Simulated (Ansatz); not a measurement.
Predict the output of the script below (the Python package of Ansatz (0.2.0)).

The script, `restart.py`:
```python
'''A run of Cd that can be started again.'''

import ansatz as az


def main() -> None:
    system = (
        az.Lattice.of((0.0, 2.21815, 2.21815), (2.21815, 0.0, 2.21815), (2.21815, 2.21815, 0.0))
        .atom('Cd', (0.0, 0.0, 0.0))
    )

    job = (
        system.calculation()
        .occupations(az.OccupationsMethod.COLD)
        .pseudopotentials('paw')
        .functional('pbesol')
        .kpoints(8)
        .forces()
        .checkpoint(write='state')
    )
    with az.exiting_at_sigterm():
        res = job.run(resume=True)
    print('returned:', type(res).__name__)
    print(f'F = {res.report["free_energy_ev"]:.5f} eV, {res.report["n_iterations"]} iterations')


if __name__ == '__main__':
    main()
```

```console
$ python restart.py
DeckWarning: basis.ecutwfc = 420 eV, auto-derived from the records' recommended cutoffs: set by Cd (normal level)
returned: RunOutcome
F = -8184.03499 eV, 5 iterations
```
(Warnings from the package without file and line.)

```console
$ python restart.py
DeckWarning: basis.ecutwfc = 420 eV, auto-derived from the records' recommended cutoffs: set by Cd (normal level)
returned: CompletedStep
F = -8184.03499 eV, 5 iterations
```
(Warnings from the package without file and line.)

Reading the output:
- Total energies depend on the potentials; only differences at equal settings carry meaning. A total without «per atom» is that of the cell as typed.
- The mesh is modest for a metal, so energies can be off by several to tens of meV an atom and pressures by half a GPa or more; differences at equal mesh fare better.
- This isn't the structure that Cd takes at ambient conditions.
- Run time: 1.3 s on 1 thread of Arm Neoverse V2, on a shared host, peak memory 0.31 GiB.

(Lines on the test bed's own set-up are left out of the output.)
